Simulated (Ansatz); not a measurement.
Geometry optimisation, DFT PBE-D3(BJ), scalar-relativistic, plane waves, PAW in Ansatz 0.2.0.

Input:

```yaml
accuracy: low
crystal:
  lattice:
    - [0.0, 5.43, 5.43]
    - [5.43, 0.0, 5.43]
    - [5.43, 5.43, 0.0]
  atoms:
    - { symbol: Si, position: [0.0, 0.0, 0.0] }
    - { symbol: Si, position: [0.125, 0.125, 0.125] }
    - { symbol: Si, position: [0.0, 0.0, 0.5] }
    - { symbol: Si, position: [0.125, 0.125, 0.625] }
    - { symbol: Si, position: [0.0, 0.5, 0.0] }
    - { symbol: Si, position: [0.125, 0.625, 0.125] }
    - { symbol: Si, position: [0.0, 0.5, 0.5] }
    - { symbol: Si, position: [0.125, 0.625, 0.625] }
    - { symbol: Si, position: [0.5, 0.0, 0.0] }
    - { symbol: Si, position: [0.625, 0.125, 0.125] }
    - { symbol: Si, position: [0.5, 0.0, 0.5] }
    - { symbol: Si, position: [0.625, 0.125, 0.625] }
    - { symbol: Si, position: [0.5, 0.5, 0.0] }
    - { symbol: Si, position: [0.625, 0.625, 0.125] }
    - { symbol: Si, position: [0.5, 0.5, 0.5] }
    - { symbol: Si, position: [0.625, 0.625, 0.625] }
    - { symbol: Li, position: [0.8112043, 0.8103875, 0.3115052] }
total_charge: 1
basis:
  ecutwfc: 420.0
kpoints:
  mp_grid: { grid: [2, 2, 2] }
hamiltonian:
  xc: pbe
  dispersion: d3bj
  pseudopotentials: { kind: paw, azcp: { folder: soft_1 } }
scf:
  occupations: { method: fermi_dirac, width: 0.05 }
  lower_state_search: "off"
relax:
  f_tol: 0.08
  max_steps: 25
  adjacent_minimum: "off"
```

Launched with:

```bash
$ ansatz run input.yaml --threads 1 --pin off --max-ram 3072MiB --backend cpu --events-out ev --progress --plain --runs-dir out
```

Where does it end, and by what steps?

The forces met the threshold. The force dipped under the threshold on the way, but the program's further checks kept it going. Limits of this set-up: a small cell, in which the defect meets its images, low accuracy level, charged cell in a uniform background, uncorrected. After 8 steps the energy has fallen by 0.959 eV; Li17 moved furthest, 1.03 Å. Joined: Si5–Li17 (3.50 → 2.76 Å), Si9–Li17 (3.51 → 2.76 Å), Si14–Li17 (3.50 → 2.41 Å), Si15–Li17 (3.50 → 2.76 Å).

```csv
step,energy less start (eV),largest force component (eV/Å),accepted
0,0.0000,1.302,yes
1,-0.3243,0.411,yes
2,-0.3859,0.091,yes
3,-0.4576,0.290,yes
4,-0.5893,0.385,yes
5,-0.7437,0.366,yes
6,-0.8725,0.212,yes
7,-0.9589,0.039,yes
8,-0.9589,0.038,yes
```

```xyz
17
Lattice="0.0000 5.4300 5.4300 5.4300 0.0000 5.4300 5.4300 5.4300 0.0000" Properties=species:S:1:pos:R:3
Si 0.029 0.029 0.060
Si 1.395 1.395 1.385
Si 2.735 2.736 0.020
Si 4.084 4.084 1.369
Si 2.731 0.045 2.760
Si 4.081 1.428 4.142
Si 5.459 2.775 2.744
Si 6.825 4.101 4.110
Si 0.045 2.732 2.760
Si 1.428 4.081 4.142
Si 2.775 5.459 2.744
Si 4.101 6.825 4.110
Si 2.772 2.773 5.487
Si 4.105 4.105 6.820
Si 5.475 5.475 5.446
Si 6.857 6.858 6.796
Li 5.496 5.496 8.211
```

Whether the end is a true minimum wasn't checked by a vibrational analysis.

The run took 37 s on 1 thread of Arm Neoverse V2, on a shared host, peak memory 0.52 GiB.
